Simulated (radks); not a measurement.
# V²⁺ in [Ar] 3d3: an all-electron calculation

An exercise on one series of results from a longer session: the logs are not shown, and one member is left open.

Program: radks (a radial shooting solver on a logarithmic mesh, Libxc functionals) version 1. Level of theory: scalar-relativistic Kohn-Sham, RPBE, spin-polarised, spherical densities, finite nucleus; open shells are filled with parallel spins first. These are calculated values, not measurements, unless marked.

### The atom as given

* element: vanadium (Z = 23)
* charge: +2
* electrons: 21
* configuration: [Ar] 3d3
* nuclear rms radius: 3.6002 fm

Outer shells as boxes (Hund's rule):

V²⁺
```
[Ar] core
3d [↑ ][↑ ][↑ ][  ][  ]
```

The first run:

The run's settings:

```text
Z 23
configuration [Ar] 3d3 4s0 4p0 4d0 4f0
relativity scalar-relativistic
functional rpbe,pbe
spin polarised
nucleus finite rms 3.6002 fm
c 137.035999084
```

Run with:

```sh
$ python run_ks.py task.json out
```

This one command runs every case of the session in turn.

One table of the session follows, with a row left open; its other results are not shown here.

It belongs to the step «Orbitals and density». Sizes of the orbitals, from the radial functions (bohr):

```
  level      <r>  outermost maximum (interpolated)  90 % within  nodes
1s down  0.06642                            0.0435        0.119      0
  1s up  0.06642                            0.0435        0.119      0
  2s up   0.3082                             0.256        0.479      1
2s down   0.3078                             0.255        0.478      1
  2p up   0.2742                             0.208        0.450      0
2p down   0.2737                             0.208        0.449      0
  3s up   0.9485                             0.820         1.42      2
3s down   0.9494                             0.821         1.42      2
  3p up        ?                                 ?            ?      ?
3p down    1.018                             0.847         1.57      1
  3d up    1.305                             0.890         2.22      0
3d down    1.351                             0.896         2.33      0
  4s up    2.805                              2.47         4.10      3
  4p up    3.304                              2.94         4.83      2
```

**Question.** Estimate the row for 3p up.

As computed: <r>: 1.014; outermost maximum (interpolated): 0.847; 90 % within: 1.56; nodes: 1. In the column «<r>» it lies between 3s down (0.9494) and 3p down (1.018).

Limits of these values: Open shells are spherical and high-spin; term and fine-structure splittings are not resolved.
